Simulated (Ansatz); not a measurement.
**C₃H₆ClFHfN₂O: up Jacob's ladder to CCSD(T)**

One table from this session's results is given with a row withheld; the runs are named, their logs left out.

Program: Ansatz 0.2.0, Gaussian basis. Level of theory: functionals in def2-TZVPP, the program's frozen cores in correlated methods. These are calculated values, not measurements.

Plan: LDA (SPW92), PBE-D4, revPBE-D4, BLYP-D4, r2SCAN-D4, B97M-V, PBE0-D4, B3LYP-D4, r2SCANh-D4, r2SCAN0-D4, HSE06-D4, BHLYP-D4, CAM-B3LYP-D4, LC-ωPBE, ωB97X-V, ωB97M-V, B2PLYP, PBE-QIDH; CCSD(T)/def2-SVP; CCSD(T)/def2-TZVPP; MP2/def2-QZVPP; extrapolation to the limit; RPA on PBE.

## Structure used throughout

The geometry comes from an earlier relaxation with PBE0-D4 in a triple-zeta def2 set; it is a stationary point, not always the lowest conformer. Hf takes the def2 core potential; no spin-orbit term is included.

SMILES `C[N](C)[Hf]([F])([Cl])[N]=C=O`, 15 atoms, charge 0, spin multiplicity 1.

Atoms are counted from 1 here; the program's logs count them from 0.

Bond lengths: C1–N2 1.443 Å, C1–H10 1.098 Å, C1–H11 1.098 Å, C1–H12 1.092 Å, N2–C3 1.448 Å, N2–Hf4 1.994 Å, C3–H13 1.097 Å, C3–H14 1.097 Å, C3–H15 1.097 Å, Hf4–F5 1.901 Å, Hf4–Cl6 2.362 Å, Hf4–N7 2.041 Å, N7–C8 1.201 Å, C8–O9 1.165 Å. Angles: N2–C1–H10 111.2°, N2–C1–H11 111.2°, N2–C1–H12 110.8°, H10–C1–H11 107.7°, H10–C1–H12 107.9°, H11–C1–H12 108.0°, C1–N2–C3 113.6°, C1–N2–Hf4 130.0°, C3–N2–Hf4 116.4°, N2–C3–H13 111.4°, N2–C3–H14 111.4°, N2–C3–H15 111.2°, H13–C3–H14 108.4°, H13–C3–H15 107.2°, H14–C3–H15 107.1°, N2–Hf4–F5 106.7°, N2–Hf4–Cl6 107.8°, N2–Hf4–N7 107.0° and more.

The first run:

in.yaml reads:

```yaml
crystal:
  periodic: [false, false, false]
  atoms:
    - {symbol: C, position_ang: [0.200812, 1.453322, 1.534257]}
    - {symbol: N, position_ang: [0.030261, 0.275723, 0.717406]}
    - {symbol: C, position_ang: [1.047138, -0.731770, 0.933633]}
    - {symbol: Hf, position_ang: [-1.382548, -0.163860, -0.619987]}
    - {symbol: F, position_ang: [-2.519614, 1.355398, -0.732753]}
    - {symbol: Cl, position_ang: [-2.508619, -2.100689, 0.128094]}
    - {symbol: N, position_ang: [-0.431818, -0.566886, -2.380832]}
    - {symbol: C, position_ang: [0.144605, -0.791858, -3.410047]}
    - {symbol: O, position_ang: [0.702823, -1.011033, -4.408539]}
    - {symbol: H, position_ang: [1.165949, 1.937255, 1.335531]}
    - {symbol: H, position_ang: [0.167082, 1.203100, 2.602608]}
    - {symbol: H, position_ang: [-0.588141, 2.181284, 1.333671]}
    - {symbol: H, position_ang: [2.047269, -0.348856, 0.694414]}
    - {symbol: H, position_ang: [1.048796, -1.081197, 1.973722]}
    - {symbol: H, position_ang: [0.876003, -1.609953, 0.298831]}
basis:
  gaussian: {orbitals: def2-TZVPP}
hamiltonian: {xc: lda}
output: {orbitals: {seedname: orbitals}}
```

Run with:

```console
ansatz run in.yaml --threads 2 --pin off --events-out ev --progress --plain --max-ram 32768MiB --backend cuda --devices 0, --max-vram 18GiB
```

Among the steps run: LDA; PBE-D4 (GGA); revPBE-D4 (GGA); BLYP-D4 (GGA); r2SCAN-D4 (meta-GGA); B97M-V (meta-GGA); B3LYP-D4 (hybrid); r2SCANh-D4 (hybrid); r2SCAN0-D4 (hybrid); HSE06-D4 (hybrid); BHLYP-D4 (hybrid); CAM-B3LYP-D4 (range-separated); LC-ωPBE (range-separated); ωB97X-V (range-separated); ωB97M-V (range-separated); B2PLYP (double hybrid); PBE-QIDH (double hybrid).

One table of the session follows, with a row left open; its other results are not shown here.

It belongs to the step «Frontier levels by functional». 

```
  functional  HOMO (eV)  gap (eV)
 LDA (SPW92)      -6.11      3.77
      PBE-D4      -5.95      3.90
   revPBE-D4      -5.88      3.95
     BLYP-D4      -5.83      3.91
   r2SCAN-D4      -6.18      4.35
      B97M-V      -6.26      4.48
     PBE0-D4      -7.21      6.01
    B3LYP-D4      -7.00      5.59
  r2SCANh-D4          ?         ?
  r2SCAN0-D4      -7.38      6.32
    HSE06-D4      -6.81      5.24
    BHLYP-D4      -8.40      8.20
CAM-B3LYP-D4      -8.55      8.45
     LC-ωPBE      -9.85     10.93
     ωB97X-V      -9.52     10.51
     ωB97M-V      -9.43     10.28
```

Q: Estimate the row for r2SCANh-D4 from the others.

Worked estimate for «HOMO (eV)». Against the share of exact exchange, r2SCAN-D4 (0, -6.18), r2SCAN0-D4 (0.25, -7.38) give a slope of -4.80 per unit share; at 0.1 the line stands at -6.66.

**Answer.** HOMO (eV): -6.66; gap (eV): 5.13. In «HOMO (eV)» the line misses by 0.00.
